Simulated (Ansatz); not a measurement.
Geometry optimisation, DFT PBE, scalar-relativistic, plane waves, PAW (Ansatz 0.2.0).

Input file:

```yaml
crystal:
  lattice:
    - [8.1, 0.0, 0.0]
    - [0.0, 8.1, 0.0]
    - [0.0, 0.0, 8.1]
  atoms:
    - { symbol: Al, position: [0.5, 0.0, 0.0] }
    - { symbol: Al, position: [0.75, 0.25, 0.0] }
    - { symbol: Al, position: [0.75, 0.0, 0.25] }
    - { symbol: Al, position: [0.0, 0.0, 0.0] }
    - { symbol: Al, position: [0.25, 0.25, 0.0] }
    - { symbol: Al, position: [0.5, 0.5, 0.0] }
    - { symbol: Al, position: [0.75, 0.75, 0.0] }
    - { symbol: Al, position: [0.25, 0.0, 0.25] }
    - { symbol: Al, position: [0.5, 0.25, 0.25] }
    - { symbol: Al, position: [0.75, 0.5, 0.25] }
    - { symbol: Al, position: [0.5, 0.0, 0.5] }
    - { symbol: Al, position: [0.75, 0.25, 0.5] }
    - { symbol: Al, position: [0.75, 0.0, 0.75] }
    - { symbol: Al, position: [0.0, 0.5, 0.0] }
    - { symbol: Al, position: [0.25, 0.75, 0.0] }
    - { symbol: Al, position: [0.0, 0.25, 0.25] }
    - { symbol: Al, position: [0.25, 0.5, 0.25] }
    - { symbol: Al, position: [0.5, 0.75, 0.25] }
    - { symbol: Al, position: [0.0, 0.0, 0.5] }
    - { symbol: Al, position: [0.25, 0.25, 0.5] }
    - { symbol: Al, position: [0.5, 0.5, 0.5] }
    - { symbol: Al, position: [0.75, 0.75, 0.5] }
    - { symbol: Al, position: [0.25, 0.0, 0.75] }
    - { symbol: Al, position: [0.5, 0.25, 0.75] }
    - { symbol: Al, position: [0.75, 0.5, 0.75] }
    - { symbol: Al, position: [0.0, 0.75, 0.25] }
    - { symbol: Al, position: [0.0, 0.5, 0.5] }
    - { symbol: Al, position: [0.25, 0.75, 0.5] }
    - { symbol: Al, position: [0.0, 0.25, 0.75] }
    - { symbol: Al, position: [0.25, 0.5, 0.75] }
    - { symbol: Al, position: [0.5, 0.75, 0.75] }
    - { symbol: Al, position: [0.0, 0.75, 0.75] }
    - { symbol: Li, position: [-0.0046368, -0.0052174, 0.2474037] }
basis:
  ecutwfc: 420.0
kpoints:
  mp_grid: { grid: [3, 3, 3] }
hamiltonian:
  xc: pbe
scf:
  occupations: { method: gaussian, width: 0.05 }
  lower_state_search: "off"
relax:
  f_tol: 0.03
  max_steps: 60
  adjacent_minimum: "off"
```

Launched with:

```bash
$ ansatz run input.yaml --threads 4 --pin off --max-ram 10240MiB --backend cpu --events-out ev --progress --plain --runs-dir out
```

Where does it end, and by what steps?

It converged. The force dipped under the threshold on the way, but the program's further checks kept it going. Limits of this set-up: coarse k mesh, a small cell, in which the defect meets its images. After 18 steps the energy has fallen by 2.095 eV; Al26 moved furthest, 0.49 Å.

```tsv
step	energy less start (eV)	largest force component (eV/Å)	accepted
0	0.0000	3.077	yes
1	-1.3071	1.613	yes
2	-2.0119	0.280	yes
3	-2.0915	0.032	yes
4	-2.0933	0.007	yes
5	-2.0934	0.006	yes
6	-2.0936	0.007	yes
7	-2.0928	0.036	no
8	-2.0939	0.007	yes
9	-2.0932	0.025	yes
10	-2.0941	0.003	yes
11	-2.0941	0.008	yes
12	-2.0942	0.002	yes
13	-2.0942	0.002	yes
14	-2.0942	0.002	yes
15	-2.0943	0.009	yes
16	-2.0934	0.059	no
17	-2.0945	0.008	yes
18	-2.0946	0.026	yes
```

```xyz
33
Lattice="8.1000 0.0000 0.0000 0.0000 8.1000 0.0000 0.0000 0.0000 8.1000" Properties=species:S:1:pos:R:3
Al 4.036 0.006 -0.087
Al 6.059 2.032 -0.013
Al 5.711 0.058 2.006
Al 0.015 0.052 -0.270
Al 2.050 2.046 -0.026
Al 4.060 4.084 -0.033
Al 6.122 6.116 0.054
Al 2.288 0.050 2.012
Al 4.035 2.114 2.023
Al 5.982 4.012 2.022
Al 4.038 0.007 4.128
Al 6.074 2.014 4.049
Al 5.999 0.007 6.084
Al 0.001 4.010 -0.101
Al 1.993 6.096 0.030
Al 0.011 2.204 2.013
Al 2.123 4.009 2.023
Al 4.037 6.009 2.022
Al 0.021 0.059 4.401
Al 2.038 2.034 4.065
Al 4.061 4.084 4.074
Al 6.144 6.137 3.979
Al 2.108 0.006 6.086
Al 4.059 2.066 6.065
Al 6.052 4.085 6.064
Al 0.019 5.583 2.006
Al 0.002 4.011 4.142
Al 1.974 6.112 4.006
Al 0.001 2.112 6.086
Al 2.058 4.083 6.065
Al 4.060 6.066 6.065
Al 0.002 6.012 6.084
Li -0.072 -0.221 2.083
```

Whether the end is a true minimum wasn't checked by a vibrational analysis.

Time of the run: 2.6 min on 4 threads of Intel(R) Xeon(R) Platinum 8259CL CPU @ 2.50GHz (Skylake/Cascade Lake), on a shared host, peak memory 1.5 GiB.
